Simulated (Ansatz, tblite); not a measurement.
# Si17H24 off sphere (Si17H22O): charged states by level of theory, part 3 of 3

What does removing or adding an electron cost or gain for Si17H24 off sphere (Si17H22O)? Each charged state is run at several levels.

Ansatz 0.2.0, Gaussian basis; as each input shows. The steps go on from the part before.

## Step 11: Charge -1 doublet, PBE0-D4/def2-TZVP

File in.yaml:

```yaml
crystal:
  periodic: [false, false, false]
  atoms:
    - {symbol: Si, position_ang: [-1.850823, -2.751542, 2.824286]}
    - {symbol: Si, position_ang: [1.227992, -2.878101, -0.249017]}
    - {symbol: Si, position_ang: [-1.534445, 2.579993, -2.849781]}
    - {symbol: Si, position_ang: [1.093149, -0.020544, -2.904946]}
    - {symbol: Si, position_ang: [-1.559370, -0.175084, -0.159194]}
    - {symbol: Si, position_ang: [1.103310, -0.206430, 2.607206]}
    - {symbol: Si, position_ang: [1.102042, 2.589158, -0.047102]}
    - {symbol: Si, position_ang: [3.800796, -0.097234, -0.060400]}
    - {symbol: Si, position_ang: [-2.973679, -1.446835, 1.218286]}
    - {symbol: Si, position_ang: [-2.907603, 1.235027, -1.485536]}
    - {symbol: Si, position_ang: [-0.163804, -1.480488, -1.531635]}
    - {symbol: Si, position_ang: [-0.283558, -1.470718, 4.022369]}
    - {symbol: Si, position_ang: [2.470530, -1.543749, 1.237953]}
    - {symbol: Si, position_ang: [-0.167283, 1.363154, -4.392297]}
    - {symbol: Si, position_ang: [-0.307468, 3.932535, -1.363484]}
    - {symbol: Si, position_ang: [2.437579, 1.241133, -1.435178]}
    - {symbol: Si, position_ang: [-0.244327, 1.168256, 1.255053]}
    - {symbol: O, position_ang: [-0.913031, 0.655495, -5.587948]}
    - {symbol: H, position_ang: [-2.840906, -3.325555, 3.799828]}
    - {symbol: H, position_ang: [-1.156482, -3.909736, 2.178581]}
    - {symbol: H, position_ang: [2.218745, -3.545561, -1.161195]}
    - {symbol: H, position_ang: [0.538400, -3.981209, 0.502349]}
    - {symbol: H, position_ang: [-2.464652, 3.519665, -3.575437]}
    - {symbol: H, position_ang: [2.056611, -0.919725, -3.638580]}
    - {symbol: H, position_ang: [1.993660, 0.641082, 3.476078]}
    - {symbol: H, position_ang: [1.963806, 3.409044, 0.875751]}
    - {symbol: H, position_ang: [4.739271, -0.926808, -0.890725]}
    - {symbol: H, position_ang: [4.654426, 0.737204, 0.855089]}
    - {symbol: H, position_ang: [-3.862792, -2.344573, 0.407319]}
    - {symbol: H, position_ang: [-3.871869, -0.516007, 1.983316]}
    - {symbol: H, position_ang: [-3.784417, 0.351162, -2.325554]}
    - {symbol: H, position_ang: [-3.826418, 1.968963, -0.541128]}
    - {symbol: H, position_ang: [-1.054269, -2.346657, -2.377954]}
    - {symbol: H, position_ang: [0.518094, -2.361785, 4.928365]}
    - {symbol: H, position_ang: [-1.051066, -0.530429, 4.908144]}
    - {symbol: H, position_ang: [3.343592, -2.400427, 2.114662]}
    - {symbol: H, position_ang: [0.542654, 4.923895, -2.107232]}
    - {symbol: H, position_ang: [-1.184797, 4.736729, -0.441670]}
    - {symbol: H, position_ang: [3.346708, 2.151486, -2.215910]}
    - {symbol: H, position_ang: [-1.148314, 1.975237, 2.147268]}
basis:
  gaussian: {orbitals: def2-TZVP, fitting: {mean_field: def2-universal-jkfit}, initial_orbitals: start.molden}
total_charge: -1
magnetization: {spin_polarized: true, initial_magnetization: 1}
hamiltonian: {xc: pbe0, dispersion: d4}
scf: {omitted_lower_state_checks: [starts]}
output: {orbitals: {seedname: orbitals}}
```

The run is started by

```sh
$ ansatz run in.yaml --threads 2 --pin off --events-out ev --progress --plain --max-ram 32768MiB --backend cuda --devices 0, --max-vram 18GiB
```

Output, cut to the lines that bear on the results:

```text
Functional definition: PBE0
  name "PBE0"
  cite "Adamo & Barone, J. Chem. Phys. 110, 6158 (1999) doi:10.1063/1.478522"
  cite "Perdew, Burke & Ernzerhof, Phys. Rev. Lett. 77, 3865 (1996) doi:10.1103/PhysRevLett.77.3865"
  parent pbe
[...]
2649 factors; integrals over basis functions are off by at most 8.8e-1 eV
[...]
mean field -136278.61760434 eV, -5008.1468239949 hartree, gradient 2.4e-5 eV, S^2 0.757865; 0 other end points of the search recorded, 0 dependent functions left out
reference -136278.61767789 eV, -5008.1468266976 hartree; 135, 134 occupied and 657, 658 virtual orbitals, 2649 factors
Total energy: -136281.18092964 eV, -5008.2410244622 hartree
Checks for a lower state left out: starts
```

It took 24 s on 1 × H100 (card shared with other runs) with 2 threads of AMD EPYC 7R13, shared host.

From the report: HOMO -1.61 eV, LUMO 0.81 eV (over both spins); ⟨S²⟩ 0.758 (pure: 0.75).

## Step 12: Charge -1 doublet, PBE-D4/def2-TZVP

Edit in.yaml of step 11 so:

```diff
@@ -47,3 +47,3 @@
 magnetization: {spin_polarized: true, initial_magnetization: 1}
-hamiltonian: {xc: pbe0, dispersion: d4}
+hamiltonian: {xc: pbe, dispersion: d4}
 scf: {omitted_lower_state_checks: [starts]}
```

Launched as before.

Output, cut to the lines that bear on the results:

```text
Functional definition: PBE
  name "PBE"
  cite "Perdew, Burke & Ernzerhof, Phys. Rev. Lett. 77, 3865 (1996) doi:10.1103/PhysRevLett.77.3865"
  parent pbe
[...]
2649 factors; integrals over basis functions are off by at most 8.8e-1 eV
[...]
mean field -136265.49737906 eV, -5007.6646646088 hartree, gradient 1.6e-5 eV, S^2 0.753976; 0 other end points of the search recorded, 0 dependent functions left out
reference -136265.49747632 eV, -5007.6646681831 hartree; 135, 134 occupied and 657, 658 virtual orbitals, 2649 factors
Total energy: -136268.31915380 eV, -5007.7683629180 hartree
Checks for a lower state left out: starts
```

Run time: 18 s. Hardware: 1 × H100 (card shared with other runs) with 2 threads of AMD EPYC 7R13, shared host.

Report: HOMO -0.80 eV, LUMO 0.01 eV (over both spins); ⟨S²⟩ 0.754 (pure: 0.75).

## Step 13: Adiabatic electron affinity

Starting state less charged state (positive: the electron is bound), singlet to doublet; the starting state's energies are those of its earlier runs.

```tsv
level	adiabatic electron affinity (eV)	time
PBE-D4/def2-TZVP	+2.05	35 s
PBE0-D4/def2-TZVP	+2.01	37 s
```

Times add the two runs; a level without a time comes out of a correlated run.

## Step 14: Summary of results

This closing draws on all 3 parts.

```
                                             quantity                                  value
 vertical ionisation energy, functionals in def2-TZVP     7.70 (PBE-D4) to 8.08 eV (PBE0-D4)
 vertical electron affinity, functionals in def2-TZVP  1.67 (PBE0-D4) to 1.74 eV (revPBE-D4)
adiabatic electron affinity, functionals in def2-TZVP     2.01 (PBE0-D4) to 2.05 eV (PBE-D4)
       relaxation of the anion side, PBE-D4/def2-TZVP                                0.34 eV
```

What this shows: The vertical ionisation energy spans 7.70 to 8.08 eV over the functionals. −ε(HOMO) misses the level's own difference by -1.18 eV at best (PBE0-D4) and -2.02 eV at worst (revPBE-D4). The vertical electron affinity spans 1.67 to 1.74 eV over the functionals. −ε(LUMO) misses the level's own difference by +1.00 eV at best (PBE0-D4) and +1.65 eV at worst (PBE-D4). The adiabatic electron affinity spans 2.01 to 2.05 eV over the functionals. Relaxing the reduced state gains 0.34 eV at PBE-D4/def2-TZVP.
